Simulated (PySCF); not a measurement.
# C4H12Pb (PbMe4): the cost of one run

Computed with PySCF 2.14.0 and routines of our own; the level stands in each step. Atoms count from 0.

3 further runs of the same task are left out: 3 for a basis unfit for spin-orbit shieldings.

### 1 The system as given

17 atoms, charge 0, multiplicity 1; geometry from: GFN2-xTB.

### 2 NMR shieldings: PBE/x2c-SVPall-2c Pb:us-x2c-SVPall-2c, spin-free

Job settings and geometry (Å):

```
{"job": {"xc": "PBE", "basis": {"default": "x2c-SVPall-2c", "Pb": "us-x2c-SVPall-2c"}, "rel": "sf", "kind": "hnmr"}, "charge": 0, "multiplicity": 1}
Pb     0.002820     0.001320    -0.002930
C     -0.007450    -0.014060     2.296190
H     -1.025570     0.065370     2.650840
H      0.567870     0.822310     2.668810
H      0.426650    -0.936510     2.656510
C      2.172770     0.003950    -0.769990
H      2.174490    -0.114610    -1.844480
H      2.717210    -0.814000    -0.318980
H      2.651600     0.938240    -0.511830
C     -1.083860     1.883900    -0.750940
H     -0.965550     1.974090    -1.821620
H     -0.664500     2.755870    -0.268490
H     -2.135220     1.811860    -0.510250
C     -1.080670    -1.872380    -0.776840
H     -2.052630    -1.951570    -0.309090
H     -0.495430    -2.749630    -0.538110
H     -1.202540    -1.804180    -1.848800
```

Method: PBE/x2c-SVPall-2c Pb:us-x2c-SVPall-2c GIAO NMR shielding, spin-free X2C, Gaussian nuclei, gas phase.

The run is started by

```
> OMP_NUM_THREADS=1 python heavy_run.py task.json out
```

This one command runs all jobs of the session in turn.

Q: Estimate the wall time and peak memory of this first job on 1 thread of Arm Neoverse V1, shared host.

About 39 s, with a peak of 1.1 GiB.
